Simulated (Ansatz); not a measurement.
# F3HO2W: a ladder of functionals and wavefunction methods

An exercise on one series of results from a longer session: the logs are not shown, and one member is left open.

Method: functionals in def2-TZVPP, the program's frozen cores in correlated methods; program: Ansatz 0.2.0, Gaussian basis.

Plan: LDA (SPW92), PBE-D4, revPBE-D4, BLYP-D4, r2SCAN-D4, B97M-V, PBE0-D4, B3LYP-D4, r2SCANh-D4, r2SCAN0-D4, HSE06-D4, BHLYP-D4, CAM-B3LYP-D4, LC-ωPBE, ωB97X-V, ωB97M-V, B2PLYP, PBE-QIDH; CCSD(T)/def2-SVP; CCSD(T)/def2-TZVPP; MP2/def2-QZVPP; extrapolation to the limit; RPA on PBE.

## The geometry

The geometry comes from an earlier relaxation with PBE0-D4 in a triple-zeta def2 set; it is a stationary point, not always the lowest conformer. W takes the def2 core potential; no spin-orbit term is included.

SMILES `[O]=[W]([OH])([F])([F])[F]`, 7 atoms, charge 0, spin multiplicity 1.

Atoms are counted from 1 here; the program's logs count them from 0.

Bond lengths: O1–W2 1.675 Å, W2–O3 1.861 Å, W2–F4 1.862 Å, W2–F5 1.857 Å, W2–F6 1.862 Å, O3–H7 0.959 Å. Angles: O1–W2–O3 102.8°, O1–W2–F4 105.8°, O1–W2–F5 105.5°, O1–W2–F6 105.8°, O3–W2–F4 88.7°, O3–W2–F5 151.7°, O3–W2–F6 88.7°, F4–W2–F5 83.7°, F4–W2–F6 148.0°, F5–W2–F6 83.7°, W2–O3–H7 133.8°.

The first run:

The input, in.yaml:

```yaml
crystal:
  periodic: [false, false, false]
  atoms:
    - {symbol: O, position_ang: [-1.646950, -0.575134, 0.765462]}
    - {symbol: W, position_ang: [-0.346569, 0.116580, -0.031730]}
    - {symbol: O, position_ang: [1.080144, -0.951339, 0.503521]}
    - {symbol: F, position_ang: [-0.278736, -0.704781, -1.701017]}
    - {symbol: F, position_ang: [-1.053776, 1.542374, -0.989276]}
    - {symbol: F, position_ang: [0.287464, 1.454615, 1.096669]}
    - {symbol: H, position_ang: [2.019624, -0.950314, 0.310671]}
basis:
  gaussian: {orbitals: def2-TZVPP}
hamiltonian: {xc: lda}
output: {orbitals: {seedname: orbitals}}
```

Command:

```console
$ ansatz run in.yaml --threads 4 --pin off --events-out ev --progress --plain --max-ram 10444MiB
```

Among the steps run: LDA; PBE-D4 (GGA); revPBE-D4 (GGA); BLYP-D4 (GGA); r2SCAN-D4 (meta-GGA); B97M-V (meta-GGA); B3LYP-D4 (hybrid); r2SCANh-D4 (hybrid); r2SCAN0-D4 (hybrid); HSE06-D4 (hybrid); BHLYP-D4 (hybrid); CAM-B3LYP-D4 (range-separated); LC-ωPBE (range-separated); ωB97X-V (range-separated); ωB97M-V (range-separated); B2PLYP (double hybrid); PBE-QIDH (double hybrid).

One table of the session follows, with a row left open; its other results are not shown here.

It belongs to the step «Frontier levels by functional». 

| functional | HOMO (eV) | LUMO (eV) | gap (eV) |
| --- | --- | --- | --- |
| LDA (SPW92) | -9.13 | -4.26 | 4.87 |
| PBE-D4 | -8.88 | -3.97 | 4.90 |
| revPBE-D4 | ? | ? | ? |
| BLYP-D4 | -8.78 | -3.91 | 4.87 |
| r2SCAN-D4 | -9.30 | -3.97 | 5.33 |
| B97M-V | -9.38 | -3.93 | 5.45 |
| PBE0-D4 | -10.62 | -3.27 | 7.36 |
| B3LYP-D4 | -10.35 | -3.53 | 6.83 |
| r2SCANh-D4 | -9.95 | -3.69 | 6.26 |
| r2SCAN0-D4 | -10.93 | -3.25 | 7.67 |
| HSE06-D4 | -10.21 | -3.65 | 6.56 |
| BHLYP-D4 | -12.29 | -2.40 | 9.89 |
| CAM-B3LYP-D4 | -12.11 | -2.17 | 9.94 |
| LC-ωPBE | -13.42 | -0.86 | 12.56 |
| ωB97X-V | -13.07 | -0.97 | 12.11 |
| ωB97M-V | -13.01 | -1.00 | 12.01 |

Estimate the missing values for revPBE-D4.

**Answer.** HOMO (eV): -8.78; LUMO (eV): -3.86; gap (eV): 4.92.
